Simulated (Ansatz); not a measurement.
**WCl+ (quintet): wave-function methods side by side, def2-TZVPP**

The task here is to estimate one member of a computed series from the others.

Computed with Ansatz 0.2.0, Gaussian basis. Level: def2-TZVPP, core rule «outside noble gas», up to 9 orbitals frozen.

The runs, in order: UHF; CCSD(T) on ROHF; CCSD(T) on UHF; CCSDT(Q) on ROHF; CCSDT(Q) on UHF; CASSCF and NEVPT2, 12 electrons in 10 orbitals.

7 further runs of the same task are left out: 2 for a known fault of the program, 5 set aside as unsound or not needed.

## The geometry

The geometry is a PBE0/def2-TZVP stationary point (not a proven minimum) of the parent state, kept for this charge and spin. No spin-orbit coupling is included. Elements past krypton take def2 core potentials.

2 atoms, charge 1, spin multiplicity 5.

Atoms are counted from 1 here; the program's logs count them from 0.

Bond lengths: W1–Cl2 2.233 Å.

Coordinates:

| atom | x (Å) | y (Å) | z (Å) |
| --- | --- | --- | --- |
| W1 | 0.00000 | 0.00000 | 0.00000 |
| Cl2 | 0.00000 | 0.00000 | 2.23300 |

The first run:

Input file in.yaml:

```yaml
crystal:
  periodic: [false, false, false]
  atoms:
    - {symbol: W, position_ang: [0.000000, 0.000000, 0.000000]}
    - {symbol: Cl, position_ang: [0.000000, 0.000000, 2.233000]}
basis:
  gaussian: {orbitals: def2-TZVPP}
total_charge: 1
magnetization: {spin_polarized: true, initial_magnetization: 4}
hamiltonian: {xc: hf}
output: {orbitals: {seedname: orbitals}}
```

On the command line:

```sh
$ ansatz run in.yaml --threads 1 --pin off --events-out ev --progress --plain --max-ram 2816MiB --backend cpu
```

Steps of the session up to this table: UHF; CCSD(T) on ROHF; CCSD(T) on UHF; CCSDT(Q) on ROHF; CCSDT(Q) on UHF; CASSCF and NEVPT2, 12 electrons in 10 orbitals.

One table of the session follows, with a row left open; its other results are not shown here.

```
        method  from RCCSDT(Q) (meV)
          ROHF                     ?
           UHF               +8273.7
          RMP2               +1080.4
          UMP2                +936.2
         RCCSD                +471.5
         UCCSD                +359.6
      RCCSD(T)                 +49.1
      UCCSD(T)                 -57.6
        RCCSDT                 +15.4
        UCCSDT                 -91.6
     RCCSDT(Q)                     0
     UCCSDT(Q)                -121.3
CASSCF valence               +7400.7
NEVPT2 valence               +1688.3
```

Estimate the missing values for ROHF.

The run gave: from RCCSDT(Q) (meV): +8495.7. In the column «from RCCSDT(Q) (meV)» it is the highest.

To keep in mind: Restricted and unrestricted rows rest on different reference determinants; where their highest levels disagree by more than a few hundredths of an eV, they describe different states and don't form one ladder.
